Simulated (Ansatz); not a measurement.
# C₆H₁₄S: up Jacob's ladder to CCSD(T)

One table from this session's results is given with a row withheld; the runs are named, their logs left out.

Method: functionals in def2-TZVPP, the program's frozen cores in correlated methods; program: Ansatz 0.2.0, Gaussian basis.

Levels to be run: LDA (SPW92), PBE-D4, revPBE-D4, BLYP-D4, r2SCAN-D4, B97M-V, PBE0-D4, B3LYP-D4, r2SCANh-D4, r2SCAN0-D4, HSE06-D4, BHLYP-D4, CAM-B3LYP-D4, LC-ωPBE, ωB97X-V, ωB97M-V, B2PLYP, PBE-QIDH; CCSD(T)/def2-SVP; CCSD(T)/def2-TZVPP; MP2/def2-QZVPP; extrapolation to the limit; RPA on PBE.

## The geometry

An earlier PBE0-D4 in a triple-zeta def2 set relaxation fixed the geometry.

SMILES `CCCCCSC`, 21 atoms, charge 0, spin multiplicity 1.

Atoms are counted from 1 here; the program's logs count them from 0.

Bond lengths: C1–C2 1.521 Å, C1–H8 1.093 Å, C1–H9 1.094 Å, C1–H10 1.092 Å, C2–C3 1.523 Å, C2–H11 1.097 Å, C2–H12 1.095 Å, C3–C4 1.519 Å, C3–H13 1.095 Å, C3–H14 1.097 Å, C4–C5 1.520 Å, C4–H15 1.098 Å, C4–H16 1.094 Å, C5–S6 1.807 Å, C5–H17 1.094 Å, C5–H18 1.094 Å, S6–C7 1.796 Å, C7–H19 1.092 Å and more. Angles: C2–C1–H8 112.0°, C2–C1–H9 110.9°, C2–C1–H10 111.2°, H8–C1–H9 107.6°, H8–C1–H10 107.3°, H9–C1–H10 107.7°, C1–C2–C3 113.9°, C1–C2–H11 109.6°, C1–C2–H12 108.9°, C3–C2–H11 109.5°, C3–C2–H12 108.6°, H11–C2–H12 106.0°, C2–C3–C4 114.1°, C2–C3–H13 109.6°, C2–C3–H14 109.2°, C4–C3–H13 109.0°, C4–C3–H14 108.6°, H13–C3–H14 106.1° and more.

Set-up of the first run:

The input, in.yaml:

```yaml
crystal:
  periodic: [false, false, false]
  atoms:
    - {symbol: C, position_ang: [1.763726, -1.446707, -1.131645]}
    - {symbol: C, position_ang: [0.780258, -2.097327, -0.171489]}
    - {symbol: C, position_ang: [0.005264, -1.105110, 0.685537]}
    - {symbol: C, position_ang: [-0.949040, -0.221258, -0.099397]}
    - {symbol: C, position_ang: [-1.704327, 0.780599, 0.759058]}
    - {symbol: S, position_ang: [-0.687857, 2.025058, 1.585010]}
    - {symbol: C, position_ang: [-0.104902, 2.962492, 0.167987]}
    - {symbol: H, position_ang: [1.259126, -0.826001, -1.875886]}
    - {symbol: H, position_ang: [2.470278, -0.808448, -0.592831]}
    - {symbol: H, position_ang: [2.342325, -2.197598, -1.674555]}
    - {symbol: H, position_ang: [0.076359, -2.722266, -0.734248]}
    - {symbol: H, position_ang: [1.326262, -2.778450, 0.489262]}
    - {symbol: H, position_ang: [0.707253, -0.470579, 1.237468]}
    - {symbol: H, position_ang: [-0.568534, -1.653230, 1.442277]}
    - {symbol: H, position_ang: [-1.687102, -0.849724, -0.614115]}
    - {symbol: H, position_ang: [-0.411664, 0.313604, -0.888367]}
    - {symbol: H, position_ang: [-2.223091, 0.268022, 1.574803]}
    - {symbol: H, position_ang: [-2.466897, 1.299046, 0.170442]}
    - {symbol: H, position_ang: [-0.942031, 3.337726, -0.424888]}
    - {symbol: H, position_ang: [0.562503, 2.376786, -0.466059]}
    - {symbol: H, position_ang: [0.452092, 3.813367, 0.561615]}
basis:
  gaussian: {orbitals: def2-TZVPP}
hamiltonian: {xc: lda}
output: {orbitals: {seedname: orbitals}}
```

Run with:

```bash
$ ansatz run in.yaml --threads 2 --pin off --events-out ev --progress --plain --max-ram 32768MiB --backend cuda --devices 0, --max-vram 18GiB
```

Among the steps run: LDA; PBE-D4 (GGA); revPBE-D4 (GGA); BLYP-D4 (GGA); r2SCAN-D4 (meta-GGA); B97M-V (meta-GGA); B3LYP-D4 (hybrid); r2SCANh-D4 (hybrid); r2SCAN0-D4 (hybrid); HSE06-D4 (hybrid); BHLYP-D4 (hybrid); CAM-B3LYP-D4 (range-separated); LC-ωPBE (range-separated); ωB97X-V (range-separated); ωB97M-V (range-separated); B2PLYP (double hybrid); PBE-QIDH (double hybrid).

One of the session's tables, all rows but one given; the rest of the session is left out.

It belongs to the step «Orbital energies across the functionals». 

```
  functional  HOMO (eV)  LUMO (eV)  gap (eV)
 LDA (SPW92)      -5.09      -0.13      4.96
      PBE-D4      -4.98       0.06      5.04
   revPBE-D4      -4.93       0.16      5.09
     BLYP-D4      -4.84       0.11      4.95
   r2SCAN-D4      -5.20       0.50      5.70
      B97M-V      -5.32       0.22      5.55
     PBE0-D4      -6.19       0.93      7.13
    B3LYP-D4          ?          ?         ?
  r2SCANh-D4      -5.65       0.83      6.48
  r2SCAN0-D4      -6.34       1.27      7.61
    HSE06-D4      -5.79       0.56      6.35
    BHLYP-D4      -7.29       1.61      8.91
CAM-B3LYP-D4      -7.54       1.77      9.30
     LC-ωPBE      -8.92       3.07     11.98
     ωB97X-V      -8.57       2.82     11.40
     ωB97M-V      -8.42       2.44     10.87
```

**Question.** Estimate the row for B3LYP-D4.

Worked estimate for «HOMO (eV)». Against the share of exact exchange, BLYP-D4 (0, -4.84), BHLYP-D4 (0.5, -7.29) give a slope of -4.90 per unit share; at 0.2 the line stands at -5.82.

**Answer.** HOMO (eV): -5.97; LUMO (eV): 0.63; gap (eV): 6.60. In «HOMO (eV)» the line misses by +0.15.
